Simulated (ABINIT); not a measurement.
## AlSn in ABINIT: convergence with smearing width

The system is AlSn.

```
Sn Al
1.0
     4.19811    0.00000    0.00000
    -2.09905    3.63567    0.00000
     0.00000    0.00000    3.30685
Sn Al
1 1
Direct
  0.33333 0.66667 0.50000
  0.00000 0.00000 0.00000
```

The cell comes from a database or a generator and needn't be the stable form of this composition.

- Program: ABINIT 10.8.3 (patched build)
- Task: single point
- Functional: PBE
- Potentials or basis: PseudoDojo NC SR PBE v0.4.1 standard
- Cutoff: 980 eV
- k mesh: 7 × 7 × 8
- Occupations: methfessel-paxton, width 0.272 eV
- Spin: no spin polarisation

These are the settings of the first run; the series varies smearing width, with any setting tied to it.

Hardware: 1 thread of Arm Neoverse V1 (shared host).

**Question.** The values tried are 0.272 eV, 0.2 eV, 0.136 eV, 0.1 eV, 0.05 eV, 0.025 eV, 0.01 eV, loosest first. From which on does the energy stay within 1 meV/atom of the tightest run that finished?

**Answer.** From 0.136 eV on.

| smearing width | energy less the tightest run (meV/atom) | pressure (GPa) | SCF cycles | CPU time (s) | peak memory (GiB) |
| --- | --- | --- | --- | --- | --- |
| 0.272 eV | 1.63 | 0.21 | 10 | 58 | 0.1 |
| 0.2 eV | 1.03 | 0.23 | 10 | 58 | 0.1 |
| 0.136 eV | 0.33 | 0.24 | 10 | 58 | 0.1 |
| 0.1 eV | 0.01 | 0.24 | 10 | 58 | 0.1 |
| 0.05 eV | -0.02 | 0.25 | 10 | 58 | 0.1 |
| 0.025 eV | -0.02 | 0.25 | 10 | 57 | 0.1 |
| 0.01 eV | 0.00 | 0.25 | 10 | 57 | 0.1 |

Against the tightest run, the pressure stays within 0.1 GPa from 0.272 eV on. Narrower smearing needs a denser k mesh, so at a fixed mesh the narrowest width isn't the most accurate. The tightest run that finished is the yardstick and may itself not be fully converged.
